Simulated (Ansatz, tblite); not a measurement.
# GaN with GFN1-xTB from a Python script

These are simulated results from tblite 0.8.0, not measurements. The cell was built from a prototype and was relaxed with r2SCAN in plane waves (Ansatz 0.2.0). Not every such cell is a known phase. All runs are without spin polarisation.

The symmetry is F-43m (No. 216, cubic); conventional cell a = 4.498 Å, 11.37 Å³ an atom. Ga is surrounded by 4 N at 1.95 Å; N is surrounded by 4 Ga at 1.95 Å.

tblite solves periodic systems at the zone centre alone, so the script builds a cluster of 2×2×2 conventional cells (64 atoms), which folds in a coarse mesh of k points.

Input script:

```python
import json
from ase import Atoms
from ase.build import make_supercell
from ase.units import Bohr, GPa, Hartree
from tblite.interface import Calculator

atoms = Atoms(['Ga', 'N'],
              cell=[[0.0, 2.24895254, 2.24895254], [2.24895254, 0.0, 2.24895254], [2.24895254, 2.24895254, 0.0]],
              scaled_positions=[[0.0, 0.0, 0.0], [0.25, 0.25, 0.25]],
              pbc=True)
cluster = make_supercell(atoms, [[-2, 2, 2], [-2, -2, 2], [2, -2, 2]])
calc = Calculator('GFN1-xTB', cluster.numbers, cluster.positions / Bohr, lattice=cluster.cell[:] / Bohr, periodic=cluster.pbc)
calc.set('temperature', 0.02 / Hartree)
calc.set('max-iter', 150)
res = calc.singlepoint()
levels = res.get('orbital-energies') * Hartree
nv = round(res.get('orbital-occupations').sum() / 2)
cells = len(cluster) // len(atoms)
out = {'energy_per_cell': res.get('energy') * Hartree / cells, 'homo': levels[nv - 1], 'lumo': levels[nv],
       'stress': (-res.get('virial') * Hartree / cluster.get_volume() / GPa).tolist(), 'charges': res.get('charges')[:len(atoms)].tolist(), 'electrons': 2 * nv / cells}
json.dump(out, open('results.json', 'w'))
for key, value in out.items():
    print(key, value)
```

Command: `python run.py`. It took 4.8 s on 1 thread of Arm Neoverse V2, with other jobs on the host, peak memory 0.12 GiB.

The log:

```
------------------------------------------------------------
  cycle        total energy    energy error   density error
------------------------------------------------------------
      1     -119.6535337896  -1.1974298E+02   9.6498835E-01
      2     -65.95922730977   5.3694306E+01   1.2318061E+00
      3     -137.7865723464  -7.1827345E+01   4.6327071E-01
      4     -144.3634034202  -6.5768311E+00   2.6116640E-02
      5     -144.2497122805   1.1369114E-01   5.0590613E-02
      6     -144.3807472230  -1.3103494E-01   7.1571529E-03
      7     -144.3823103368  -1.5631138E-03   3.9802529E-03
      8     -144.3827210412  -4.1070439E-04   1.2582177E-03
      9     -144.3827279265  -6.8852667E-06   3.2083918E-04
     10     -144.3827301547  -2.2282480E-06   2.4596225E-05
     11     -144.3827301577  -2.9567104E-09   8.3078481E-06
------------------------------------------------------------

 total:                                   4.304 sec
energy_per_cell -122.77669392416148
homo -11.378759696253992
lumo -9.903048522652856
stress [[15.468752798676721, 3.0278778661130452e-06, -3.0278932291868823e-06], [3.027877866492533e-06, 15.468752798636132, -3.0278793010159594e-06], [-3.027893228792066e-06, -3.0278793013750395e-06, 15.468752798626634]]
charges [0.4004640854965531, -0.40045343500082264]
electrons 8.0
```

The cycle table is in hartree for the whole cluster, and the lines after it are in eV (the energy for one cell). The printed stress is in GPa and positive in compression, and the pressure is its mean diagonal.

GFN1-xTB gives a gap of 1.48 eV. On the same cell, plane-wave PBE (Ansatz, 10×10×10 k points and the special points) gives a gap of 1.76 eV and r2SCAN a gap of 2.17 eV; on shared hosts these took about 1.7 and 3.4 core-seconds on the 2-atom cell, against 4.8 for the script. Semilocal gaps usually lie below measured ones. xTB was fitted to molecules, so gaps, charges and pressures of solids can be far off, and the gap also depends on the size of the cluster.

The pressure on this cell is 15.5 GPa (positive in compression).

xTB was fitted mostly to molecules, and a small cluster samples few k points, so gaps, pressures and kinks along a curve can be far from a solid's.
